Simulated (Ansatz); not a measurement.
# ClH5O2Si2: small, medium and large basis sets

One table from this session's results is given with a row withheld; the runs are named, their logs left out.

The runs use Ansatz 0.2.0, Gaussian basis; one geometry, several basis sets.

Levels to be run: PBE0-D4/def2-SVP; ωB97M-V/def2-SVP; PBE0-D4/def2-QZVPP; ωB97M-V/def2-QZVPP; the functionals' def2-TZVPP values are taken from earlier runs.

### The relaxed structure

An earlier PBE0-D4 in a triple-zeta def2 set relaxation fixed the geometry.

SMILES `O[Si](O)([SiH3])Cl`, 10 atoms, charge 0, spin multiplicity 1.

Atoms are counted from 1 here; the program's logs count them from 0.

Bond lengths: O1–Si2 1.638 Å, O1–H6 0.959 Å, Si2–O3 1.627 Å, Si2–Si4 2.331 Å, Si2–Cl5 2.073 Å, O3–H7 0.960 Å, Si4–H8 1.487 Å, Si4–H9 1.486 Å, Si4–H10 1.485 Å. Angles: Si2–O1–H6 117.6°, O1–Si2–O3 108.5°, O1–Si2–Si4 114.8°, O1–Si2–Cl5 106.6°, O3–Si2–Si4 107.6°, O3–Si2–Cl5 111.1°, Si4–Si2–Cl5 108.4°, Si2–O3–H7 118.4°, Si2–Si4–H8 108.5°, Si2–Si4–H9 110.4°, Si2–Si4–H10 109.9°, H8–Si4–H9 109.1°, H8–Si4–H10 109.2°, H9–Si4–H10 109.7°.

The first run:

File in.yaml:

```yaml
crystal:
  periodic: [false, false, false]
  atoms:
    - {symbol: O, position_ang: [-0.307947, 1.682529, -0.924267]}
    - {symbol: Si, position_ang: [0.278949, 0.191615, -0.583814]}
    - {symbol: O, position_ang: [1.893836, 0.298398, -0.417631]}
    - {symbol: Si, position_ang: [-0.569033, -0.770330, 1.363200]}
    - {symbol: Cl, position_ang: [-0.227122, -1.023159, -2.186058]}
    - {symbol: H, position_ang: [-1.090866, 1.736113, -1.475027]}
    - {symbol: H, position_ang: [2.392123, 0.762478, -1.094503]}
    - {symbol: H, position_ang: [-2.047279, -0.869020, 1.234214]}
    - {symbol: H, position_ang: [-0.237872, 0.071354, 2.542471]}
    - {symbol: H, position_ang: [-0.001789, -2.130978, 1.544415]}
basis:
  gaussian: {orbitals: def2-SVP}
hamiltonian: {xc: pbe0, dispersion: d4}
output: {orbitals: {seedname: orbitals}}
```

Command:

```bash
$ ansatz run in.yaml --threads 4 --pin off --events-out ev --progress --plain --max-ram 10444MiB
```

Among the steps run: PBE0-D4 in def2-SVP; ωB97M-V in def2-SVP; PBE0-D4 in def2-QZVPP; ωB97M-V in def2-QZVPP.

One table of the session follows, with a row left open; its other results are not shown here.

It belongs to the step «Density functionals: the series». 

```
functional       basis  HOMO (eV)  LUMO (eV)
   PBE0-D4    def2-SVP      -8.17       0.42
   PBE0-D4  def2-TZVPP      -8.29       0.07
   PBE0-D4  def2-QZVPP          ?          ?
   ωB97M-V    def2-SVP     -10.19       2.32
   ωB97M-V  def2-TZVPP     -10.36       1.82
   ωB97M-V  def2-QZVPP     -10.40       1.33
```

Estimate the missing values for PBE0-D4, def2-QZVPP.

As computed: HOMO (eV): -8.33; LUMO (eV): -0.05. In the column «HOMO (eV)» it lies between ωB97M-V, def2-SVP (-10.19) and PBE0-D4, def2-TZVPP (-8.29).
